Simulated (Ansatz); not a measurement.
What does this script print? It uses Ansatz 0.2.0 through its Python package.

The script reads `la3tl_la3tl_pm_3m.extxyz`:
```text
4
Lattice="5.06 0.0 0.0 0.0 5.06 0.0 0.0 0.0 5.06" Properties=species:S:1:pos:R:3 pbc="T T T"
La    0.00000000    2.53000000    2.53000000
La    2.53000000    0.00000000    2.53000000
La    2.53000000    2.53000000    0.00000000
Tl    0.00000000    0.00000000    0.00000000
```

`la3tl_latl3_pm_3m.vasp`
```text
LaTl3
1.0
   4.79900000    0.00000000    0.00000000
   0.00000000    4.79900000    0.00000000
   0.00000000    0.00000000    4.79900000
La Tl
1 3
Direct
   0.00000000    0.00000000    0.00000000
   0.00000000    0.50000000    0.50000000
   0.50000000    0.00000000    0.50000000
   0.50000000    0.50000000    0.00000000
```

The script reads `la3tl_la.vasp`:
```text
La
1.0
   3.77000000    0.00000000    0.00000000
  -1.88500000    3.26491577    0.00000000
   0.00000000    0.00000000   12.15900000
La
4
Direct
   0.00000000    0.00000000    0.00000000
   0.00000000    0.00000000    0.50000000
   0.33333333    0.66666667    0.75000000
   0.66666667    0.33333333    0.25000000
```

`la3tl_tl.xyz`
```text
2
Lattice="3.456 0.0 0.0 -1.728 2.9929838 0.0 0.0 0.0 5.525" Properties=species:S:1:pos:R:3 pbc="T T T"
Tl   -0.00000000    1.99532253    1.38125000
Tl    1.72800000    0.99766127    4.14375000
```

`run_hull.py`:
```python
'''Stability of La-Tl compounds against each other, after relaxing cells and atoms.'''

from collections import Counter
import warnings

import ansatz as az
from ase.io import read
from pymatgen.analysis.phase_diagram import PDEntry, PhaseDiagram
from pymatgen.core import Composition
from tabulate import tabulate

params = {
    'beta': 0.4,
    'ecut': 380,
    'extra_bands': 6,
    'kspacing': 0.39,
    'occupations': 'fermi_dirac',
    'width_ev': 0.1,
}


def run_phase(name, crystal):
    calc = (
        crystal.calculation()
        .mixing('msr1', ndim=6, beta=params['beta'])
        .basis(params['ecut'])  # plane waves up to this kinetic energy
        .accuracy('medium')  # preset for grids and thresholds
        .scf(extra_bands=params['extra_bands'], lower_state_search='off')
        .eigensolver('davidson', full_accuracy=True)
        .functional(az.Functional.LDA)
        .kpoints(spacing=params['kspacing'])
        .occupations(params['occupations'], width=params['width_ev'])  # the run then minimises F = E - TS
    )
    calc = calc.relax(force_tolerance=0.02, max_steps=60, cell=True)
    return calc.run()


def counts(outcome):
    return Counter(site.symbol for site in outcome.lattice.sites)


def main() -> None:
    warnings.simplefilter('ignore', az.DeckWarning)

    phases = {}
    la3tl_pm_3m = az.Crystal.from_extxyz('la3tl_la3tl_pm_3m.extxyz')
    phases['La3Tl Pm-3m'] = la3tl_pm_3m
    atoms = read('la3tl_latl3_pm_3m.vasp', format='vasp')
    latl3_pm_3m = az.Crystal.from_ase(atoms)
    phases['LaTl3 Pm-3m'] = latl3_pm_3m
    atoms = read('la3tl_la.vasp', format='vasp')
    la = az.Crystal.from_ase(atoms)
    phases['La'] = la
    tl = az.Crystal.from_extxyz('la3tl_tl.xyz')
    phases['Tl'] = tl

    done = {name: run_phase(name, crystal) for name, crystal in phases.items()}

    entries = [PDEntry(Composition(dict(counts(o))), o.report['energy_sigma0_ev'], name=name) for name, o in done.items()]
    diagram = PhaseDiagram(entries)
    rows = [(e.name, e.composition.get_atomic_fraction('Tl'), diagram.get_form_energy_per_atom(e), diagram.get_e_above_hull(e)) for e in entries]
    rows.sort(key=lambda row: row[1])
    print(tabulate(rows, headers=['phase', 'x(Tl)', 'E_form (eV/atom)', 'above hull (eV/atom)'], floatfmt='.4f', tablefmt='rst'))
    print('on the hull of these phases:', ', '.join(row[0] for row in rows if row[3] < 1e-6))


if __name__ == '__main__':
    main()
```

```console
$ python run_hull.py
===========  =======  ==================  ======================
phase          x(Tl)    E_form (eV/atom)    above hull (eV/atom)
===========  =======  ==================  ======================
La            0.0000              0.0000                  0.0000
La3Tl Pm-3m   0.2500             -0.3135                  0.0000
LaTl3 Pm-3m   0.7500             -0.4707                  0.0000
Tl            1.0000              0.0000                  0.0000
===========  =======  ==================  ======================
on the hull of these phases: La, La3Tl Pm-3m, LaTl3 Pm-3m, Tl
```

Caveats:
- These settings explore the input space; cutoff and mesh may be short of convergence.
- The cutoff lies under the one recommended for these potentials.
- For the metals among these phases the mesh is modest: differences between phases can be off by up to 40 meV an atom.
- Spin-orbit coupling, which matters for elements this heavy, is left out.
- The cells come from databases of deposited and of computed structures, and not all need be stable phases.
- Differences under about 40 meV an atom lie within the error of mesh and functional, so such verdicts may flip; only the cells listed enter the hull.
- The script silences the warnings on its input, which a real study should read.
- Hardware and time: 53 s on 1 thread of Intel(R) Xeon(R) 6975P-C (Granite Rapids), on a shared host, peak memory 0.54 GiB.
